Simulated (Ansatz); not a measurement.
# Gd2TeO2: the cost of one run

Method: DFT r²SCAN+U (U = 2.5 eV, J = 0.9 eV on Gd f), plane waves, PAW, no spin–orbit coupling unless a run says so, in Ansatz 0.2.0.

### 1 The structure to begin with

It takes space group I4/mmm (No. 139, tetragonal). Conventional cell: a = 3.955 Å, b = 3.955 Å, c = 12.576 Å, α = 90.00°, β = 90.00°, γ = 90.00°. Gd (site symmetry 4mm) has 4 O at 2.29 Å and 4 Te at 3.43 Å in its first shell of neighbours. O (site symmetry -4m2) is surrounded by 4 Gd at 2.29 Å. Te (site symmetry 4/mmm) is surrounded by 8 Gd at 3.43 Å.

Structure file:

```cif
data_structure
_symmetry_space_group_name_H-M 'I4/mmm'
_symmetry_Int_Tables_number 139
_cell_length_a 3.9551
_cell_length_b 3.9551
_cell_length_c 12.5757
_cell_angle_alpha 90.000
_cell_angle_beta 90.000
_cell_angle_gamma 90.000
_cell_volume 196.72
loop_
_atom_site_label
_atom_site_type_symbol
_atom_site_symmetry_multiplicity
_atom_site_Wyckoff_symbol
_atom_site_fract_x
_atom_site_fract_y
_atom_site_fract_z
_atom_site_occupancy
Gd1 Gd 4 e 0.00000 0.00000 0.34200 1
O1 O 4 d 0.00000 0.50000 0.25000 1
Te1 Te 2 a 0.00000 0.00000 0.00000 1
```

Magnetic order typed: opposed in the cell.

### 2 From atoms, symmetry kept, no search

Input file input.yaml:

```yaml
crystal:
  lattice:
    - [-1.97755308, 1.97755308, 6.28785082]
    - [1.97755308, -1.97755308, 6.28785082]
    - [1.97755308, 1.97755308, -6.28785082]
  atoms:
    - { symbol: Gd, position: [0.342, 0.342, 0.0], spin: 7.0 }
    - { symbol: Gd, position: [0.658, 0.658, 0.0], spin: -7.0 }
    - { symbol: O, position: [0.75, 0.25, 0.5] }
    - { symbol: O, position: [0.25, 0.75, 0.5] }
    - { symbol: Te, position: [0.0, 0.0, 0.0] }
basis:
  ecutwfc: 500
  ecutrho_ratio: 4
kpoints:
  mp_grid: { grid: [7, 7, 7] }
hamiltonian:
  xc: r2scan
  hubbard:
    sites:
      - { site: 0, l: f, u: 2.5, j: 0.9 }
      - { site: 1, l: f, u: 2.5, j: 0.9 }
scf:
  occupations: { method: gaussian, width: 0.05 }
  lower_state_search: "off"
  max_iter: 150
output:
  forces: true
  stress: true
  eigenvalues: true
  populations: true
  hubbard: { sites: [{ site: 0, l: f }, { site: 1, l: f }] }
magnetization:
  spin_polarized: true
```

Launch:

```sh
> ansatz run input.yaml --threads 8 --pin off --max-ram 12288MiB --backend cpu --events-out ev --progress --plain --runs-dir out
```

**Question.** How long does this run take on 8 threads of Intel Xeon Platinum 8488C (Sapphire Rapids), shared host, and how much memory does it need?

About 18 s, with a peak of 1.1 GiB.
